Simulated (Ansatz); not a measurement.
# Si4NH11: how energies converge with the basis set

How large a basis does Si4NH11 need? Two functionals are run in growing sets.

Method: one geometry, several basis sets; program: Ansatz 0.2.0, Gaussian basis.

Levels to be run: PBE0-D4/def2-SVP; ωB97M-V/def2-SVP; PBE0-D4/def2-QZVPP; ωB97M-V/def2-QZVPP; the functionals' def2-TZVPP values are taken from earlier runs.

## Step 1: The relaxed structure

The geometry comes from an earlier relaxation with PBE0-D4 in a triple-zeta def2 set; it is a stationary point, not always the lowest conformer.

16 atoms, charge 0, spin multiplicity 1.

Atoms are counted from 1 here; the program's logs count them from 0.

Bond lengths: Si1–Si2 2.343 Å, Si1–H6 1.488 Å, Si1–H7 1.491 Å, Si1–H8 1.488 Å, Si2–N3 1.729 Å, Si2–H9 1.493 Å, Si2–H10 1.488 Å, N3–Si4 1.732 Å, N3–H11 1.011 Å, Si4–Si5 2.342 Å, Si4–H12 1.494 Å, Si4–H13 1.491 Å, Si5–H14 1.487 Å, Si5–H15 1.490 Å, Si5–H16 1.487 Å. Angles: Si2–Si1–H6 110.7°, Si2–Si1–H7 109.7°, Si2–Si1–H8 110.9°, H6–Si1–H7 108.2°, H6–Si1–H8 109.0°, H7–Si1–H8 108.3°, Si1–Si2–N3 110.5°, Si1–Si2–H9 108.8°, Si1–Si2–H10 110.4°, N3–Si2–H9 113.0°, N3–Si2–H10 106.8°, H9–Si2–H10 107.2°, Si2–N3–Si4 129.3°, Si2–N3–H11 115.4°, Si4–N3–H11 115.0°, N3–Si4–Si5 111.6°, N3–Si4–H12 112.1°, N3–Si4–H13 109.5° and more.

## Step 2: PBE0-D4 in def2-SVP

File in.yaml:

```yaml
crystal:
  periodic: [false, false, false]
  atoms:
    - {symbol: Si, position_ang: [-1.171720, -2.839920, -0.413067]}
    - {symbol: Si, position_ang: [0.341900, -1.219397, 0.342750]}
    - {symbol: N, position_ang: [0.687009, -0.081289, -0.912220]}
    - {symbol: Si, position_ang: [0.832827, 1.642223, -0.820340]}
    - {symbol: Si, position_ang: [-0.062967, 2.478091, 1.175228]}
    - {symbol: H, position_ang: [-2.488641, -2.223918, -0.729460]}
    - {symbol: H, position_ang: [-0.646366, -3.476653, -1.654351]}
    - {symbol: H, position_ang: [-1.368051, -3.902764, 0.610281]}
    - {symbol: H, position_ang: [1.562942, -1.905470, 0.861187]}
    - {symbol: H, position_ang: [-0.243589, -0.449594, 1.474137]}
    - {symbol: H, position_ang: [0.923711, -0.482764, -1.809725]}
    - {symbol: H, position_ang: [2.253676, 2.092221, -0.919039]}
    - {symbol: H, position_ang: [0.119412, 2.265155, -1.972256]}
    - {symbol: H, position_ang: [0.708037, 2.029400, 2.365090]}
    - {symbol: H, position_ang: [0.016876, 3.963753, 1.099110]}
    - {symbol: H, position_ang: [-1.487956, 2.088326, 1.347075]}
basis:
  gaussian: {orbitals: def2-SVP}
hamiltonian: {xc: pbe0, dispersion: d4}
output: {orbitals: {seedname: orbitals}}
```

Command:

```console
ansatz run in.yaml --threads 2 --pin off --events-out ev --progress --plain --max-ram 32768MiB --backend cpu
```

After this run come: ωB97M-V in def2-SVP; PBE0-D4 in def2-QZVPP; ωB97M-V in def2-QZVPP.

**Question.** What will the summary of the whole plan be? Wanted: PBE0-D4: double and triple zeta above quadruple; ωB97M-V: double and triple zeta above quadruple.

**Answer**, as computed:

| quantity | value |
| --- | --- |
| PBE0-D4: double and triple zeta above quadruple | 14.20, 1.17 eV |
| ωB97M-V: double and triple zeta above quadruple | 14.32, 1.10 eV |

**Reading.** For PBE0-D4 the step from double to triple zeta gains 13.02 eV and the next only 1.17 eV. Total energies overstate the basis error of differences, where much of it tends to cancel. The LUMO of ωB97M-V is positive and keeps falling with the basis (1.46 to 0.80 eV): an unbound level that the basis holds in place.
